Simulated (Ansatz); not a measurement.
# F3Si: the cost of one run

Computed with Ansatz 0.2.0 (the levels named in each step, unless a step's input says otherwise).

### Step 1. The structure to begin with

Bond lengths: F1–Si2 1.591 Å, Si2–F3 1.591 Å, Si2–F4 1.591 Å. Angles: F1–Si2–F3 104.4°, F1–Si2–F4 104.4°, F3–Si2–F4 104.4°.

As a file:

```xyz
4

F     1.4499   -0.0260   -0.2248
Si    0.0030    0.0025    0.4356
F    -0.7058    1.2682   -0.2170
F    -0.7486   -1.2459   -0.2022
```

### Step 2. A rough first relaxation, PBE-D4/def2-SVP

This run stands in another session on the same molecule. It ended at:

```xyz
4

F     1.5156   -0.0270   -0.2087
Si    0.0027    0.0022    0.3860
F    -0.7375    1.3255   -0.2006
F    -0.7822   -1.3019   -0.1851
```

### Step 3. Relaxation, HF/STO-3G

Contents of input.yaml:

```yaml
crystal:
  periodic: [false, false, false]
  atoms:
    - { symbol: F, position_ang: [1.51557827, -0.02698749, -0.20865082] }
    - { symbol: Si, position_ang: [0.00272308, 0.00224468, 0.38599524] }
    - { symbol: F, position_ang: [-0.73752965, 1.32553925, -0.20061125] }
    - { symbol: F, position_ang: [-0.78221171, -1.30194644, -0.18510317] }
magnetization:
  spin_polarized: true
  initial_magnetization: 1
basis:
  gaussian: { orbitals: STO-3G }
hamiltonian:
  xc: hf
relax:
  f_tol: 0.002
  max_steps: 150
```

Command:

```sh
$ ansatz run input.yaml --threads 2 --pin off --max-ram 5120MiB --backend cpu --events-out ev --progress --plain --runs-dir out
```

**Question.** How long does this run take on 2 threads of Intel Xeon at 2.50GHz (Skylake/Cascade Lake), shared host, and how much memory does it need?

About 9.6 s, with a peak of 0.088 GiB.
